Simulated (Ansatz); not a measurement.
Here is an Ansatz input file for K3Na, space group Fm-3m. Write the same calculation for the Python package.

```yaml
crystal:
  lattice:
    - [0.0, 5.07269, 5.07269]
    - [5.07269, 0.0, 5.07269]
    - [5.07269, 5.07269, 0.0]
  atoms:
    - { symbol: K, position: [0.25, 0.25, 0.25] }
    - { symbol: K, position: [0.75, 0.75, 0.75] }
    - { symbol: K, position: [0.5, 0.5, 0.5] }
    - { symbol: Na, position: [0.0, 0.0, 0.0] }
basis:
  ecutwfc: 517.016338673772
kpoints:
  mp_grid:
    grid: [6, 6, 6]
hamiltonian:
  xc: pbesol
  pseudopotentials:
    kind: paw
scf:
  convergence:
    dr2_threshold: 1.0e-09
  occupations:
    method: cold
    width: 0.15
phonons:
  method: dfpt
```

Notebook, run cell by cell (the value of a cell's last expression is shown):

```python
from pathlib import Path

import ansatz as az
from ase import Atoms
import numpy as np
```

```python
atoms = Atoms(
    ["K", "K", "K", "Na"],
    scaled_positions=[
        (0.25, 0.25, 0.25),
        (0.75, 0.75, 0.75),
        (0.5, 0.5, 0.5),
        (0.0, 0.0, 0.0),
    ],
    cell=[
        (0.0, 5.07269, 5.07269),
        (5.07269, 0.0, 5.07269),
        (5.07269, 5.07269, 0.0),
    ],
    pbc=True,
)
xtal = az.Crystal.from_ase(atoms)
```

```python
calculation = (
    xtal.calculation()
    .functional("pbesol")
    .occupations("cold", width=150 * az.meV)
    .scf(tolerance=1e-09)
    .basis(38 * az.Ry)
    .pseudopotentials("paw")
    .kpoints(6, 6, 6)
    .phonons("dfpt")
)
result = calculation.run(threads=1, runs_dir="runs")
ph = result.phonons
```

```python
print("Gamma modes (1/cm):", " ".join(f"{w:.1f}" for w in ph.gamma_omega_inv_cm))
print("in meV:", " ".join(f"{w * 0.1239842:.2f}" for w in ph.gamma_omega_inv_cm))
```

    Gamma modes (1/cm): 0.0 0.0 0.0 57.3 57.3 57.3 62.4 62.4 62.4 76.9 76.9 76.9
    in meV: 0.00 0.00 0.00 7.10 7.10 7.10 7.74 7.74 7.74 9.54 9.54 9.54

Reading the output:
- The cell isn't relaxed first, so the values belong to this volume.
- This cell is a computed structure, which may not be the phase found in nature.
- The structure is taken as given; imaginary modes can come from an unrelaxed or unstable start. Phonons of metals also depend on mesh and smearing.
- Run time: 2.2 min on 1 thread of Arm Neoverse V2 (shared host), peak memory 1.3 GiB.

(Lines on the test bed's own set-up are left out of the output.)
